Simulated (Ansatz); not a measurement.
# C6H8Ge: geometry and vibrations

Aim: relax C6H8Ge from a cheap starting geometry, check the end point by its vibrations and derive ideal-gas thermochemistry, and look at its orbitals and charge.

Computed with Ansatz 0.2.0, Gaussian basis. Level: RKS PBE0-D4/def2-TZVP.

Plan: relaxation at PBE-D4/def2-SVP; relaxation at PBE0-D4/def2-TZVP; harmonic vibrations at the same level; a single point in def2-TZVPP for the fields.

## (1) The system as given

SMILES `[GeH3][c]1ccccc1`, 15 atoms, charge 0, spin multiplicity 1.

Atoms are counted from 1 here; the program's logs count them from 0.

Bond lengths: Ge1–C2 1.912 Å, Ge1–H8 1.611 Å, Ge1–H9 1.527 Å, Ge1–H10 1.562 Å, C2–C3 1.380 Å, C2–C7 1.387 Å, C3–C4 1.421 Å, C3–H11 1.119 Å, C4–C5 1.432 Å, C4–H12 1.044 Å, C5–C6 1.419 Å, C5–H13 1.061 Å, C6–C7 1.394 Å, C6–H14 1.077 Å, C7–H15 1.090 Å. Angles: C2–Ge1–H8 107.0°, C2–Ge1–H9 113.8°, C2–Ge1–H10 110.1°, H8–Ge1–H9 107.2°, H8–Ge1–H10 107.6°, H9–Ge1–H10 110.8°, Ge1–C2–C3 118.7°, Ge1–C2–C7 122.5°, C3–C2–C7 118.7°, C2–C3–C4 123.2°, C2–C3–H11 119.2°, C4–C3–H11 117.4°, C3–C4–C5 116.3°, C3–C4–H12 121.5°, C5–C4–H12 121.6°, C4–C5–C6 120.3°, C4–C5–H13 122.1°, C6–C5–H13 117.5° and more.

Geometry (Å):

```xyz
15
C6H8Ge
Ge   -0.6737    0.4430    2.3523
C    -0.1585    0.1228    0.5395
C     0.7758   -0.8591    0.2798
C     1.2746   -1.1330   -1.0226
C     0.6264   -0.4555   -2.1045
C    -0.3465    0.5443   -1.8443
C    -0.7127    0.8150   -0.5271
H    -1.1254    1.9863    2.4488
H     0.4562    0.2391    3.3587
H    -1.9107   -0.4362    2.7212
H     1.2447   -1.4064    1.1362
H     1.9674   -1.8949   -1.1916
H     0.8785   -0.6418   -3.1181
H    -0.8212    1.0747   -2.6526
H    -1.4967    1.5510   -0.3462
```

The start is a force-field geometry with small random shifts, so a cheaper pass at PBE-D4/def2-SVP comes first.

## (2) Relaxation at PBE-D4/def2-SVP (cheap first pass)

File in.yaml:

```yaml
crystal:
  periodic: [false, false, false]
  atoms:
    - {symbol: Ge, position_ang: [-0.673700, 0.443000, 2.352300]}
    - {symbol: C, position_ang: [-0.158500, 0.122800, 0.539500]}
    - {symbol: C, position_ang: [0.775800, -0.859100, 0.279800]}
    - {symbol: C, position_ang: [1.274600, -1.133000, -1.022600]}
    - {symbol: C, position_ang: [0.626400, -0.455500, -2.104500]}
    - {symbol: C, position_ang: [-0.346500, 0.544300, -1.844300]}
    - {symbol: C, position_ang: [-0.712700, 0.815000, -0.527100]}
    - {symbol: H, position_ang: [-1.125400, 1.986300, 2.448800]}
    - {symbol: H, position_ang: [0.456200, 0.239100, 3.358700]}
    - {symbol: H, position_ang: [-1.910700, -0.436200, 2.721200]}
    - {symbol: H, position_ang: [1.244700, -1.406400, 1.136200]}
    - {symbol: H, position_ang: [1.967400, -1.894900, -1.191600]}
    - {symbol: H, position_ang: [0.878500, -0.641800, -3.118100]}
    - {symbol: H, position_ang: [-0.821200, 1.074700, -2.652600]}
    - {symbol: H, position_ang: [-1.496700, 1.551000, -0.346200]}
basis:
  gaussian: {orbitals: def2-SVP}
hamiltonian: {xc: pbe, dispersion: d4}
relax: {f_tol: 0.03, max_steps: 200}
```

Launch:

```console
> ansatz run in.yaml --threads 2 --pin off --events-out ev --progress --plain --max-ram 32768MiB --backend cpu
```

Log, cut to the lines that bear on the results:

```text
Functional definition: PBE
  name "PBE"
  cite "Perdew, Burke & Ernzerhof, Phys. Rev. Lett. 77, 3865 (1996) doi:10.1103/PhysRevLett.77.3865"
  parent pbe
[...]
1763 factors; their error is unknown
[...]
mean field -62841.33497398 eV, -2309.3764649072 hartree, gradient 3.2e-5 eV, S^2 0.000000; 0 other end points of the search recorded, 0 dependent functions left out
[...]
reference -62841.33501441 eV, -2309.3764663930 hartree; 38, 38 occupied and 118, 118 virtual orbitals, 1763 factors
relax step   1: F+E_penalty+E_count = -62841.76114505 eV  Δ(F+E_penalty+E_count) = +0.000e0 eV  max|allowed force component| = 3.214e0 eV/Å  Δτ_max = 0.0000 Å  (31 SCF iters, accepted)
[...]
relax step   3: F+E_penalty+E_count = -62842.06000681 eV  Δ(F+E_penalty+E_count) = -6.817e-2 eV  max|allowed force component| = 6.779e-2 eV/Å  Δτ_max = 0.0541 Å  (32 SCF iters, accepted)
[...]
relax step   4: F+E_penalty+E_count = -62842.06324682 eV  Δ(F+E_penalty+E_count) = -3.240e-3 eV  max|allowed force component| = 2.578e-2 eV/Å  Δτ_max = 0.0284 Å  (31 SCF iters, accepted)
1763 factors; their error is unknown
mean field -62841.64118416 eV, -2309.3877179234 hartree, gradient 2.7e-5 eV, S^2 0.000000; 1 other end points of the search recorded, 0 dependent functions left out
[...]
reference -62841.64122474 eV, -2309.3877194149 hartree; 38, 38 occupied and 118, 118 virtual orbitals, 1763 factors
Total energy: -62842.06328740 eV, -2309.4032299317 hartree
Atom 0 at    -0.721681     0.492566     2.387637 Å, force     0.010608     0.010327     0.001316 eV/Å
Atom 1 at    -0.154154     0.121817     0.548669 Å, force    -0.015937    -0.011386     0.010256 eV/Å
Atom 2 at     0.823640    -0.859690     0.281536 Å, force    -0.004025     0.013981    -0.003719 eV/Å
Atom 3 at     1.211054    -1.145071    -1.037349 Å, force     0.009447     0.005673    -0.000880 eV/Å
Atom 4 at     0.627138    -0.449775    -2.108009 Å, force    -0.006832    -0.006971     0.005180 eV/Å
Atom 5 at    -0.347404     0.528605    -1.855765 Å, force     0.004864     0.007372    -0.001959 eV/Å
Atom 6 at    -0.734454     0.812140    -0.536409 Å, force     0.012516    -0.002933     0.004547 eV/Å
Atom 7 at    -1.167327     1.975423     2.506873 Å, force     0.005664    -0.025784    -0.002057 eV/Å
Atom 8 at     0.455250     0.214285     3.361787 Å, force    -0.020607     0.003081    -0.015800 eV/Å
Atom 9 at    -1.917992    -0.415636     2.786748 Å, force     0.007253     0.009458     0.005343 eV/Å
Atom 10 at     1.296294    -1.408670     1.112277 Å, force    -0.002156     0.000717    -0.004663 eV/Å
Atom 11 at     1.977134    -1.912113    -1.230317 Å, force    -0.000610     0.001092     0.002823 eV/Å
Atom 12 at     0.934147    -0.669674    -3.142067 Å, force    -0.002665    -0.002163    -0.000555 eV/Å
Atom 13 at    -0.806622     1.078078    -2.692179 Å, force    -0.001478     0.000209     0.001590 eV/Å
Atom 14 at    -1.496822     1.587014    -0.353933 Å, force     0.003958    -0.002672    -0.001420 eV/Å
Dipole moment:     0.045473    -0.030458    -0.149203 e Å
```

Run time: 19 s. Hardware: 2 threads of AMD EPYC 7R13, shared host.

Relaxation path:

```csv
step,energy from step 1 (eV),largest force component (eV/Å)
1,0.0000,3.2139
2,-0.2307,1.5574
3,-0.2989,0.0678
4,-0.3021,0.0258
```

Close pairs (by a distance rule), those that changed most:

```csv
bond,before (Å),after (Å),change (Å)
Ge1–H8,1.611,1.553,-0.058
C4–H12,1.044,1.101,+0.058
Ge1–C2,1.912,1.960,+0.048
C5–H13,1.061,1.101,+0.040
C2–C3,1.380,1.411,+0.031
C4–C5,1.432,1.404,-0.028
Ge1–H9,1.527,1.553,+0.026
C6–H14,1.077,1.101,+0.024
```

## (3) Relaxation at PBE0-D4/def2-TZVP

File in.yaml:

```yaml
crystal:
  periodic: [false, false, false]
  atoms:
    - {symbol: Ge, position_ang: [-0.721681, 0.492566, 2.387637]}
    - {symbol: C, position_ang: [-0.154154, 0.121817, 0.548669]}
    - {symbol: C, position_ang: [0.823640, -0.859690, 0.281536]}
    - {symbol: C, position_ang: [1.211054, -1.145071, -1.037349]}
    - {symbol: C, position_ang: [0.627138, -0.449775, -2.108009]}
    - {symbol: C, position_ang: [-0.347404, 0.528605, -1.855765]}
    - {symbol: C, position_ang: [-0.734454, 0.812140, -0.536409]}
    - {symbol: H, position_ang: [-1.167327, 1.975423, 2.506873]}
    - {symbol: H, position_ang: [0.455250, 0.214285, 3.361787]}
    - {symbol: H, position_ang: [-1.917992, -0.415636, 2.786748]}
    - {symbol: H, position_ang: [1.296294, -1.408670, 1.112277]}
    - {symbol: H, position_ang: [1.977134, -1.912113, -1.230317]}
    - {symbol: H, position_ang: [0.934147, -0.669674, -3.142067]}
    - {symbol: H, position_ang: [-0.806622, 1.078078, -2.692179]}
    - {symbol: H, position_ang: [-1.496822, 1.587014, -0.353933]}
basis:
  gaussian: {orbitals: def2-TZVP}
hamiltonian: {xc: pbe0, dispersion: d4}
relax: {f_tol: 0.005, max_steps: 150}
```

Launch:

```console
> ansatz run in.yaml --threads 2 --pin off --events-out ev --progress --plain --max-ram 32768MiB --backend cuda --devices 0, --max-vram 18GiB
```

Log, cut to the lines that bear on the results:

```text
Functional definition: PBE0
  name "PBE0"
  cite "Adamo & Barone, J. Chem. Phys. 110, 6158 (1999) doi:10.1063/1.478522"
  cite "Perdew, Burke & Ernzerhof, Phys. Rev. Lett. 77, 3865 (1996) doi:10.1103/PhysRevLett.77.3865"
  parent pbe
[...]
1833 factors; their error is unknown
[...]
mean field -62857.62094713 eV, -2309.9749633813 hartree, gradient 1.7e-5 eV, S^2 0.000000; 0 other end points of the search recorded, 0 dependent functions left out
[...]
reference -62857.62098494 eV, -2309.9749647709 hartree; 38, 38 occupied and 244, 244 virtual orbitals, 1833 factors
relax step   1: F+E_penalty+E_count = -62857.97906984 eV  Δ(F+E_penalty+E_count) = +0.000e0 eV  max|allowed force component| = 5.449e-1 eV/Å  Δτ_max = 0.0000 Å  (32 SCF iters, accepted)
[...]
Atom 5 at    -0.341559     0.522267    -1.836475 Å, force     0.000122    -0.000486     0.000567 eV/Å
Atom 6 at    -0.724871     0.800196    -0.532648 Å, force     0.000688     0.000069    -0.002068 eV/Å
Atom 7 at    -1.154544     1.956319     2.481354 Å, force     0.000094     0.000058    -0.000691 eV/Å
Atom 8 at     0.451711     0.212847     3.327780 Å, force     0.000349    -0.000216    -0.000515 eV/Å
Atom 9 at    -1.900801    -0.409741     2.766190 Å, force    -0.000385     0.000132     0.000946 eV/Å
Atom 10 at     1.278471    -1.391656     1.092309 Å, force    -0.000124     0.000285     0.000125 eV/Å
Atom 11 at     1.954215    -1.885004    -1.217125 Å, force     0.000302     0.000066     0.000322 eV/Å
Atom 12 at     0.922685    -0.661671    -3.103980 Å, force    -0.000274    -0.000209     0.000017 eV/Å
Atom 13 at    -0.793425     1.064182    -2.659757 Å, force    -0.000009     0.000377     0.000114 eV/Å
Atom 14 at    -1.475155     1.564004    -0.353570 Å, force     0.000082    -0.000154     0.000317 eV/Å
Dipole moment:     0.048274    -0.032640    -0.158872 e Å
```

Run time: 16 s. Hardware: 1 × H100 (card shared with other runs) with 2 threads of AMD EPYC 7R13, shared host; peak host memory 0.93 GiB.

Step by step:

```csv
step,energy from step 1 (eV),largest force component (eV/Å)
1,0.0000,0.5449
2,-0.0720,0.1445
3,-0.0765,0.0214
4,-0.0766,0.0021
```

Close pairs (by a distance rule), those that changed most:

```csv
bond,before (Å),after (Å),change (Å)
C2–C3,1.411,1.393,-0.018
C2–C7,1.411,1.393,-0.018
C4–C5,1.404,1.387,-0.017
C5–C6,1.404,1.387,-0.017
C4–H12,1.101,1.084,-0.017
C6–H14,1.101,1.084,-0.017
C3–C4,1.404,1.387,-0.017
C6–C7,1.404,1.387,-0.017
```

Mulliken charges of the relaxed molecule (report file):

Ge1 0.08; C2 -0.01; C3 -0.14; C4 -0.15; C5 -0.08; C6 -0.15; C7 -0.14; H8 0.00; H9 0.00; H10 0.00; H11 0.11; H12 0.12; H13 0.12; H14 0.12; H15 0.11

## (4) Force constants and modes

File in.yaml:

```yaml
crystal:
  periodic: [false, false, false]
  atoms:
    - {symbol: Ge, position_ang: [-0.715539, 0.487074, 2.364832]}
    - {symbol: C, position_ang: [-0.155050, 0.116439, 0.539329]}
    - {symbol: C, position_ang: [0.812819, -0.850266, 0.274723]}
    - {symbol: C, position_ang: [1.198559, -1.130812, -1.027851]}
    - {symbol: C, position_ang: [0.620685, -0.444880, -2.085611]}
    - {symbol: C, position_ang: [-0.341559, 0.522267, -1.836475]}
    - {symbol: C, position_ang: [-0.724871, 0.800196, -0.532648]}
    - {symbol: H, position_ang: [-1.154544, 1.956319, 2.481354]}
    - {symbol: H, position_ang: [0.451711, 0.212847, 3.327780]}
    - {symbol: H, position_ang: [-1.900801, -0.409741, 2.766190]}
    - {symbol: H, position_ang: [1.278471, -1.391656, 1.092309]}
    - {symbol: H, position_ang: [1.954215, -1.885004, -1.217125]}
    - {symbol: H, position_ang: [0.922685, -0.661671, -3.103980]}
    - {symbol: H, position_ang: [-0.793425, 1.064182, -2.659757]}
    - {symbol: H, position_ang: [-1.475155, 1.564004, -0.353570]}
basis:
  gaussian: {orbitals: def2-TZVP}
hamiltonian: {xc: pbe0, dispersion: d4}
phonons: {temperatures: {t_min: 298.15, t_max: 900, t_step: 200}}
```

Same command.

Log, cut to the lines that bear on the results:

```text
Functional definition: PBE0
  name "PBE0"
  cite "Adamo & Barone, J. Chem. Phys. 110, 6158 (1999) doi:10.1063/1.478522"
  cite "Perdew, Burke & Ernzerhof, Phys. Rev. Lett. 77, 3865 (1996) doi:10.1103/PhysRevLett.77.3865"
  parent pbe
[...]
1833 factors; their error is unknown
[...]
mean field -62857.69409058 eV, -2309.9776513536 hartree, gradient 2.9e-5 eV, S^2 0.000000; 0 other end points of the search recorded, 0 dependent functions left out
[...]
reference -62857.69412804 eV, -2309.9776527301 hartree; 38, 38 occupied and 244, 244 virtual orbitals, 1833 factors
[...]
1833 factors; their error is unknown
mean field -62857.69397977 eV, -2309.9776472813 hartree, gradient 3.3e-6 eV, S^2 0.000000; 0 other end points of the search recorded, 0 dependent functions left out
[...]
reference -62857.69401722 eV, -2309.9776486577 hartree; 38, 38 occupied and 244, 244 virtual orbitals, 1833 factors
[...]
1833 factors; their error is unknown
[...]
WARN: phonons: modes at or below zero, which the zero-point energy, F, S and C_V leave out: 1, the lowest at -9.87 cm⁻¹. A minimum has none, and a first-order saddle one
[...]
Atom 4 at     0.620685    -0.444880    -2.085611 Å, force     0.000373     0.000143    -0.000157 eV/Å
Atom 5 at    -0.341559     0.522267    -1.836475 Å, force     0.000100    -0.000460     0.000561 eV/Å
Atom 6 at    -0.724871     0.800196    -0.532648 Å, force     0.000675     0.000080    -0.002093 eV/Å
Atom 7 at    -1.154544     1.956319     2.481354 Å, force     0.000093     0.000059    -0.000690 eV/Å
Atom 8 at     0.451711     0.212847     3.327780 Å, force     0.000349    -0.000216    -0.000515 eV/Å
Atom 9 at    -1.900801    -0.409741     2.766190 Å, force    -0.000389     0.000129     0.000948 eV/Å
Atom 10 at     1.278471    -1.391656     1.092309 Å, force    -0.000124     0.000287     0.000122 eV/Å
Atom 11 at     1.954215    -1.885004    -1.217125 Å, force     0.000305     0.000065     0.000320 eV/Å
Atom 12 at     0.922685    -0.661671    -3.103980 Å, force    -0.000268    -0.000215    -0.000002 eV/Å
Atom 13 at    -0.793425     1.064182    -2.659757 Å, force     0.000002     0.000364     0.000133 eV/Å
Atom 14 at    -1.475155     1.564004    -0.353570 Å, force     0.000094    -0.000166     0.000317 eV/Å
Dipole moment:     0.048274    -0.032640    -0.158871 e Å
[...]
```

Run time: 3.5 min. Hardware: 1 × H100 (card shared with other runs) with 2 threads of AMD EPYC 7R13, shared host; peak host memory 0.96 GiB.

Motions are named by where the mode's potential energy lies. The modes, unscaled (a negative number is an imaginary wavenumber):

```csv
mode,cm⁻¹,motion
1,-10,torsion
2,142,torsion
3,180,bend
4,298,Ge–C stretch with bend
5,401,torsion
6,426,torsion
7,575,bend
8,593,bend with torsion
9,631,bend
10,687,bend
11,716,torsion
12,761,torsion
13,833,bend
14,871,torsion
15,877,bend with torsion
16,889,bend with torsion
17,935,torsion
18,974,torsion
19,991,torsion
20,1022,bend
21,1058,C–C stretch with bend
22,1106,bend with C–C stretch
23,1128,bend with C–C stretch
24,1182,bend
25,1213,bend
26,1332,C–C stretch with bend
27,1364,bend with C–C stretch
28,1473,bend
29,1525,bend
30,1640,C–C stretch
31,1655,C–C stretch
32,2143,Ge–H stretch
33,2151,Ge–H stretch
34,2157,Ge–H stretch
35,3175,C–H stretch
36,3177,C–H stretch
37,3191,C–H stretch
38,3201,C–H stretch
39,3212,C–H stretch
```

No thermochemistry is derived: a mode is imaginary or nearly free.

## (5) A single point for the fields

Edit in.yaml of step 4 so:

```diff
@@ -19,4 +19,4 @@
 basis:
-  gaussian: {orbitals: def2-TZVP}
+  gaussian: {orbitals: def2-TZVPP}
 hamiltonian: {xc: pbe0, dispersion: d4}
-phonons: {temperatures: {t_min: 298.15, t_max: 900, t_step: 200}}
+output: {orbitals: {seedname: orbitals}}
```

Launched as before.

Log:

```text
Functional definition: PBE0
  name "PBE0"
  cite "Adamo & Barone, J. Chem. Phys. 110, 6158 (1999) doi:10.1063/1.478522"
  cite "Perdew, Burke & Ernzerhof, Phys. Rev. Lett. 77, 3865 (1996) doi:10.1103/PhysRevLett.77.3865"
  parent pbe
  parameter a = 0.25
  parameter kappa = 0.804
  parameter beta = 0.06672455060314922
  exchange = (1 - a)*pbe_x(kappa = kappa, mu = beta*pi^2/3) + a*exact_x
  correlation = pbe_c(beta = beta)
1953 factors; their error is unknown
mean field evaluation 1: about -62847.3591 eV, gradient 6.5e1 eV
mean field evaluation 2: about -62839.8646 eV, gradient 8.6e1 eV
mean field evaluation 4: about -62857.4398 eV, gradient 4.7e0 eV
mean field evaluation 8: about -62857.4918 eV, gradient 3.3e-1 eV
mean field evaluation 16: about -62857.7627 eV, gradient 3.6e-4 eV
mean field -62857.76267754 eV, -2309.9801718777 hartree, gradient 3.0e-5 eV, S^2 0.000000; 0 other end points of the search recorded, 0 dependent functions left out
reference -62857.76271535 eV, -2309.9801732672 hartree; 38, 38 occupied and 308, 308 virtual orbitals, 1953 factors
Total energy: -62858.12429370 eV, -2309.9934610265 hartree
```

Run time: 8 s. Hardware: 1 × H100 (card shared with other runs) with 2 threads of AMD EPYC 7R13, shared host.

The fields below are evaluated on a grid from the run's orbitals.

Frontier orbitals at PBE0-D4/def2-TZVPP, with the share of their density that lies nearest to each atom:

```csv
orbital,energy (eV),lies on
HOMO,-7.36,"C2, C5 about 27 % each; 4 C atoms about 8 % each"
LUMO,-0.56,"C2, C5 about 23 % each; C3, C7 about 8 % each; C4, C6 about 7 % each"
```

ELF in a plane through or near 12 of the atoms.

Ten even steps from '0' (0.00) to '9' (1.00):
```
0000000000000000000000000000
0000000000000000000000000000
0000000011000011000000000000
0000000587300277400000000000
0000005999800699810034200000
0000004999922899910488730000
0000000489566489401799861000
0000000143757825102689841000
0002686368356277442136520000
0006999933611545763761210000
0006999834611543763751210000
0002676468466377442236520000
0000000144758425102699851000
0000000499666598401899951000
0000004999922899910489730000
0000004999810799810034200000
0000000487300277400000000000
0000000011000011000000000000
0000000000000000000000000000
0000000000000000000000000000
```
The map spans 11.8 Å across and 9.5 Å up, centred on the molecule. Atoms in the plane (x, y in Å): Ge1 (2.5, 0.0), C2 (0.6, 0.0), C3 (-0.1, -1.2), C4 (-1.5, -1.2), C5 (-2.2, 0.0), C6 (-1.5, 1.2), C7 (-0.1, 1.2), H11 (0.4, -2.1), H12 (-2.1, -2.1), H13 (-3.3, 0.0), H14 (-2.1, 2.1), H15 (0.4, 2.1).

log10 of the density (e/Å³) in the same plane.

Ten even steps from ' ' (-4.0) to '@' (2.5):
```
                                                        
                                                        
            ....::::........::::....                    
          ....::------::::------::::..........          
          ..::====++========++====--::::::::::....      
          ::--==++**++++++++****==------------::..      
        ..::--==++**************==============--::..    
      ..::----==++**%%****%%##++======++++++==--::..    
    ..::--====++****************++++++++++++==--::..    
    ..::==++****####**++++****##******@@%%**==--::..    
    ..::==++****####**++++****##****##@@%%**==--::..    
    ..::--====++****************++++++**++++==--::..    
      ..::----==++**%%****%%**++++====++++++==--::..    
        ..::--==++**************==============--::..    
          ::--==++**++++++++****==------------::..      
          ..::--==++========++====--::::::::::....      
          ....::------::::------::::..........          
            ....::::::......::::....                    
                                                        
                                                        
```
The map spans 11.8 Å across and 9.5 Å up, centred on the molecule. Atoms in the plane (x, y in Å): Ge1 (2.5, 0.0), C2 (0.6, 0.0), C3 (-0.1, -1.2), C4 (-1.5, -1.2), C5 (-2.2, 0.0), C6 (-1.5, 1.2), C7 (-0.1, 1.2), H11 (0.4, -2.1), H12 (-2.1, -2.1), H13 (-3.3, 0.0), H14 (-2.1, 2.1), H15 (0.4, 2.1).

On the surface of density 0.002 e/bohr³ the electrostatic potential runs, from the 1st to the 99th percentile, from -0.59 V near C6 to 0.97 V near H13.

## (6) What came out

| quantity | value |
| --- | --- |
| point group | Cs |
| steps | 4 + 4 |
| shift from the start (rms) | 0.043 Å |
| total energy | -62858.0557 eV |
| dispersion term | -362 meV |
| dipole moment | 0.81 D |
| lowest, highest wavenumber | -10, 3212 cm⁻¹ |
| HOMO, LUMO | -7.36, -0.56 eV |

**Reading.** The atoms moved 0.04 Å (rms) from the start; the bond that changed most is Ge1–H8, from 1.611 to 1.538 Å. One or more small negative wavenumbers (down to -10 cm⁻¹) point to a very flat motion, so a minimum isn't proven. The stiffest mode, 3212 cm⁻¹, is a C–H stretch. Harmonic hybrid wavenumbers usually lie a few per cent above measured fundamentals. The HOMO lies mostly on C2, C5 about 27 % each; 4 C atoms about 8 % each and the LUMO on C2, C5 about 23 % each; C3, C7 about 8 % each.
